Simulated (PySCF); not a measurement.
# C3H7BN radical: electronic structure in real space

Aim: take C3H7BN radical and analyse its density (charges, bond critical points, surface potential) and see where an electron leaves and enters.

Computed with PySCF 2.14.0. Level: levels as typed in each script, gas phase, geometry from GFN2-xTB.

## (1) Where the work starts

SMILES `C=[C]CBN`, 12 atoms, charge 0, spin multiplicity 2.

Bond lengths: C1–C2 1.295 Å, C1–H6 1.093 Å, C1–H7 1.082 Å, C2–C3 1.455 Å, C3–B4 1.603 Å, C3–H8 1.094 Å, C3–H9 1.092 Å, B4–N5 1.380 Å, B4–H10 1.171 Å, N5–H11 1.007 Å, N5–H12 1.006 Å. Angles: C2–C1–H6 124.7°, C2–C1–H7 121.4°, H6–C1–H7 113.9°, C1–C2–C3 145.1°, C2–C3–B4 107.7°, C2–C3–H8 108.6°, C2–C3–H9 108.7°, B4–C3–H8 112.1°, B4–C3–H9 112.2°, H8–C3–H9 107.5°, C3–B4–N5 118.9°, C3–B4–H10 121.3°, N5–B4–H10 119.7°, B4–N5–H11 123.3°, B4–N5–H12 124.1°, H11–N5–H12 112.6°.

Geometry (Å):

```
C    -1.8431    0.8054    0.0539
C    -1.2983   -0.3463   -0.1795
C    -0.0741   -1.1278   -0.0894
B     1.0535   -0.1958    0.5666
N     1.8363    0.5860   -0.2590
H    -1.3289    1.6571    0.5061
H    -2.8799    0.9984   -0.1887
H     0.2013   -1.4612   -1.0943
H    -0.2719   -2.0197    0.5095
H     1.1748   -0.1144    1.7286
H     1.7579    0.5809   -1.2629
H     2.5184    1.2478    0.0717
```

## (2) Density, bond paths and surface potential (TPSS/def2-svp)

input.py reads:

```python
import numpy as np
from pyscf import gto, scf, dft
from pyscf.scf import atom_ks, atom_hf
from scipy.linalg import block_diag

def solve(mol, dm0=None, hcore=None):
    mf = (dft.UKS if mol.spin else dft.RKS)(mol, xc='tpss')
    mf.grids.level = 3
    mf = mf.density_fit(auxbasis='def2-universal-jkfit')
    mf.conv_tol, mf.max_cycle = 1e-8, 80
    if hcore is not None:
        mf.get_hcore = lambda *args: hcore
    mf.kernel(dm0)
    if not mf.converged:
        mf = mf.newton().run(mf.mo_coeff, mf.mo_occ, max_cycle=30)
    assert mf.converged, 'SCF not converged'
    return mf

mol = gto.M(atom='''
C     -1.84312     0.80542     0.05394
C     -1.29830    -0.34627    -0.17951
C     -0.07411    -1.12781    -0.08944
B      1.05348    -0.19580     0.56660
N      1.83629     0.58601    -0.25900
H     -1.32885     1.65711     0.50613
H     -2.87992     0.99838    -0.18868
H      0.20133    -1.46119    -1.09430
H     -0.27193    -2.01971     0.50955
H      1.17480    -0.11438     1.72855
H      1.75794     0.58090    -1.26290
H      2.51843     1.24776     0.07168
''', basis='def2-svp', charge=0, spin=1, verbose=4)
mf = solve(mol)
mf.analyze()
# spherically averaged free atoms, for the promolecule
atm = atom_ks.get_atm_nrks(mol, xc='tpss')
pro = block_diag(*[(atm[a[0]][2] * atm[a[0]][3]) @ atm[a[0]][2].T for a in mol._atom])
np.savez('result.npz', e=mf.e_tot, c=mf.mo_coeff, occ=mf.mo_occ, eps=mf.mo_energy, pro=pro, dip=mf.dip_moment(verbose=0), s2=mf.spin_square()[0])
```

Launch:

```bash
OMP_NUM_THREADS=1 python input.py
```

## (4) Removing and adding an electron (PBE/def2-svpd)

Changes to input.py since step 2:

```diff
@@ -6,3 +6,3 @@
 def solve(mol, dm0=None, hcore=None):
-    mf = (dft.UKS if mol.spin else dft.RKS)(mol, xc='tpss')
+    mf = (dft.UKS if mol.spin else dft.RKS)(mol, xc='pbe')
     mf.grids.level = 3
@@ -31,8 +31,17 @@
 H      2.51843     1.24776     0.07168
-''', basis='def2-svp', charge=0, spin=1, verbose=4)
+''', basis='def2-svpd', charge=0, spin=1, verbose=4)
 mf = solve(mol)
-mf.analyze()
+out = dict(e0=mf.e_tot, dm0=mf.make_rdm1(), c=mf.mo_coeff, occ=mf.mo_occ, eps=mf.mo_energy)
+for name, dq, spin in [('cation', 1, 0), ('anion', -1, 0)]:
+    ion = mol.copy().set(charge=mol.charge + dq, spin=spin).build()
+    mi = solve(ion)
+    if spin and dq > 0 and mol.nao < 130:
+        c, _, stable, _ = mi.stability(return_status=True)
+        if not stable:
+            mi = solve(ion, mi.make_rdm1(c, mi.mo_occ))
+    print(name, 'vertical energy change / eV', (mi.e_tot - mf.e_tot) * 27.211386)
+    out.update({'e_' + name: mi.e_tot, 'dm_' + name: mi.make_rdm1(), 's2_' + name: mi.spin_square()[0], 'eps_' + name: mi.mo_energy, 'occ_' + name: mi.mo_occ})
 # spherically averaged free atoms, for the promolecule
-atm = atom_ks.get_atm_nrks(mol, xc='tpss')
+atm = atom_ks.get_atm_nrks(mol, xc='pbe')
 pro = block_diag(*[(atm[a[0]][2] * atm[a[0]][3]) @ atm[a[0]][2].T for a in mol._atom])
-np.savez('result.npz', e=mf.e_tot, c=mf.mo_coeff, occ=mf.mo_occ, eps=mf.mo_energy, pro=pro, dip=mf.dip_moment(verbose=0), s2=mf.spin_square()[0])
+np.savez('result.npz', pro=pro, **out)
```

(Steps that only read results are left out.)

**Question.** What will these runs give? Wanted: dipole moment; HOMO, LUMO; vertical ionisation energy.

**Answer**, as computed:

| quantity | value |
| --- | --- |
| dipole moment (TPSS/def2-svp) | 2.49 D |
| HOMO, LUMO (TPSS/def2-svp) | -4.13, -1.80 eV |
| vertical ionisation energy (PBE/def2-svpd) | 7.37 eV |

What this shows: At TPSS/def2-svp: The highest Hirshfeld charge is on H12 (+0.13 e), the lowest on N5 (−0.19 e). The ionisation energy from two SCF runs, 7.37 eV, lies 3.2 eV above −ε(HOMO) = 4.14 eV of the same level, PBE/def2-svpd, since self-interaction lifts this functional's HOMO. All values hold at the given geometry, in the gas phase.
